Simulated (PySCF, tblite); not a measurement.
# C₆H₁₁FSi₂: geometry, infrared bands and NMR shifts

Aim: predict the infrared bands and NMR shifts of C₆H₁₁FSi₂ (`C#C[Si@@H]1[SiH2][C@H](CC)[C@H]1F`).

The runs use tblite 0.8.0 and PySCF 2.14.0, with density-fitted response routines of our own; the level of theory stands in each step. All values are computed, except where a source is named. Atoms are numbered from 0 throughout.

**1. The molecule as given**

20 atoms, charge 0, multiplicity 1; geometry from: force field or distance geometry start.

Bonds of the start (Å): C0–C1 1.24, C1–Si2 1.79, Si2–Si3 2.22, Si3–C4 1.86, C4–C5 1.49, C5–C6 1.52, C4–C7 1.52, C7–F8 1.38, C7–Si2 1.86, C0–H9 1.06, Si2–H10 1.46, Si3–H11 1.47, Si3–H12 1.47, C4–H13 1.11, C5–H14 1.11, C5–H15 1.10, C6–H16 1.10, C6–H17 1.13, C6–H18 1.12, C7–H19 1.11.

**2. Geometry optimisation with GFN2-xTB**

The job: settings as JSON, then the geometry in Å.

```
{"job": {"kind": "relax", "xc": "GFN2-xTB", "basis": "xTB"}, "charge": 0, "multiplicity": 1}
C      4.206600    -0.607300     0.305500
C      3.227000    -0.139100    -0.283100
Si     1.814500     0.552400    -1.135600
Si     0.263200     1.424100     0.191200
C     -0.748300     0.106300    -0.645200
C     -1.602400    -0.768500     0.205700
C     -2.627400     0.028200     0.998700
C      0.417300    -0.671300    -1.224000
F      0.140100    -1.017000    -2.532400
H      5.043600    -1.008200     0.813300
H      2.100700     1.286700    -2.366200
H     -0.116600     2.787500    -0.223000
H      0.469700     1.271600     1.634700
H     -1.359200     0.548300    -1.460500
H     -0.975100    -1.387700     0.885600
H     -2.174000    -1.445400    -0.444000
H     -2.173400     0.894700     1.510500
H     -3.178200    -0.650200     1.710600
H     -3.393900     0.363500     0.254200
H      0.660400    -1.557900    -0.608600
```

Launch:

```sh
$ OMP_NUM_THREADS=1 python probes_run.py task.json out
```

This one command runs all jobs of the session in turn.

**Question.** This job is followed by: GFN2-xTB harmonic vibrations, gas phase; GIAO PBE0/pcSseg-1 NMR shielding, non-relativistic, gas phase. Predict these results of the whole session: strongest single infrared mode (GFN2-xTB); zero-point energy (GFN2-xTB); 13C shifts against TMS (PBE0/pcSseg-1); 1H shifts against TMS (PBE0/pcSseg-1, means over atoms taken as alike); 29Si shifts against TMS (PBE0/pcSseg-1); 19F shifts against CFCl3 (PBE0/pcSseg-1).

As calculated:

| quantity | value |
| --- | --- |
| strongest single infrared mode (GFN2-xTB) | 2214 cm⁻¹, 547 km/mol |
| zero-point energy (GFN2-xTB) | 91.0 kcal/mol |
| 13C shifts against TMS (PBE0/pcSseg-1) | 109.1, 103.6, 86.7, 45.1, 33.0, 17.6 ppm |
| 1H shifts against TMS (PBE0/pcSseg-1, means over atoms taken as alike) | 5.23, 5.12, 4.50, 4.06, 2.30, 2.17, 2.16, 1.52, 1.05 ppm |
| 29Si shifts against TMS (PBE0/pcSseg-1) | -52.5, -66.3 ppm |
| 19F shifts against CFCl3 (PBE0/pcSseg-1) | -203.7 ppm |

The optimisation took 88 steps and gained 0.736 eV; among the close pairs (by a distance rule), Si2–Si3 changed most, from 2.220 to 2.334 Å. All 54 modes are real, so the xTB geometry is a minimum. The strongest single mode, at 2214 cm⁻¹, moves mainly H10 and H12. Unscaled tight-binding wavenumbers are off by several per cent, some by more. Its intensities can rank the bands wrongly. The most deshielded hydrogen is H19 (hydrogen on an sp3 CH bonded to F and Si), at 5.23 ppm: its carbon carries F, hence the downfield position. At PBE0/pcSseg-1: The widest tensor belongs to C1: span 290 ppm, with a paramagnetic part of -158 ppm.
